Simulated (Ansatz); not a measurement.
**ClH3HfO2S: how energies converge with the basis set**

Aim: see how fast density functionals converge with the basis set for ClH3HfO2S.

The runs use Ansatz 0.2.0, Gaussian basis; one geometry, several basis sets.

The runs, in order: PBE0-D4/def2-SVP; ωB97M-V/def2-SVP; PBE0-D4/def2-QZVPP; ωB97M-V/def2-QZVPP; the functionals' def2-TZVPP values are taken from earlier runs.

## (1) The geometry

All runs share one geometry, relaxed beforehand with PBE0-D4 in a triple-zeta def2 set. Hf takes the def2 core potential; no spin-orbit term is included.

SMILES `[OH][Hf]([OH])([SH])[Cl]`, 8 atoms, charge 0, spin multiplicity 1.

Atoms are counted from 1 here; the program's logs count them from 0.

Bond lengths: O1–Hf2 1.902 Å, O1–H6 0.952 Å, Hf2–O3 1.898 Å, Hf2–S4 2.454 Å, Hf2–Cl5 2.364 Å, O3–H7 0.952 Å, S4–H8 1.347 Å. Angles: Hf2–O1–H6 168.3°, O1–Hf2–O3 114.1°, O1–Hf2–S4 108.2°, O1–Hf2–Cl5 108.3°, O3–Hf2–S4 105.4°, O3–Hf2–Cl5 110.0°, S4–Hf2–Cl5 110.8°, Hf2–O3–H7 169.1°, Hf2–S4–H8 91.7°.

Coordinates:

```xyz
8
charge 0, multiplicity 1
O     1.68915    0.25719   -0.17118
Hf   -0.16063   -0.18061   -0.23527
O    -0.64504   -1.66585    0.84322
S    -1.42819    1.71782    0.66498
Cl   -0.74839   -0.59207   -2.48750
H     2.62921    0.31425   -0.03427
H    -0.71273   -2.45130    1.37678
H    -0.62338    2.60057    0.04325
```

## (2) PBE0-D4 in def2-SVP

The input, in.yaml:

```yaml
crystal:
  periodic: [false, false, false]
  atoms:
    - {symbol: O, position_ang: [1.689151, 0.257194, -0.171177]}
    - {symbol: Hf, position_ang: [-0.160630, -0.180614, -0.235271]}
    - {symbol: O, position_ang: [-0.645036, -1.665854, 0.843215]}
    - {symbol: S, position_ang: [-1.428188, 1.717819, 0.664979]}
    - {symbol: Cl, position_ang: [-0.748389, -0.592067, -2.487500]}
    - {symbol: H, position_ang: [2.629207, 0.314249, -0.034269]}
    - {symbol: H, position_ang: [-0.712734, -2.451296, 1.376776]}
    - {symbol: H, position_ang: [-0.623381, 2.600569, 0.043248]}
basis:
  gaussian: {orbitals: def2-SVP}
hamiltonian: {xc: pbe0, dispersion: d4}
output: {orbitals: {seedname: orbitals}}
```

The runs that follow: ωB97M-V in def2-SVP; PBE0-D4 in def2-QZVPP; ωB97M-V in def2-QZVPP.

Before running them: what should the planned runs give, taken together? Wanted: PBE0-D4: double and triple zeta above quadruple; ωB97M-V: double and triple zeta above quadruple.

The runs gave:

| quantity | value |
| --- | --- |
| PBE0-D4: double and triple zeta above quadruple | 14.49, 0.94 eV |
| ωB97M-V: double and triple zeta above quadruple | 14.51, 0.90 eV |

**Reading.** For PBE0-D4 the step from double to triple zeta gains 13.55 eV and the next only 0.94 eV. Total energies overstate the basis error of differences, where much of it tends to cancel. The LUMO of ωB97M-V is positive and keeps falling with the basis (1.05 to 0.34 eV): an unbound level that the basis holds in place.
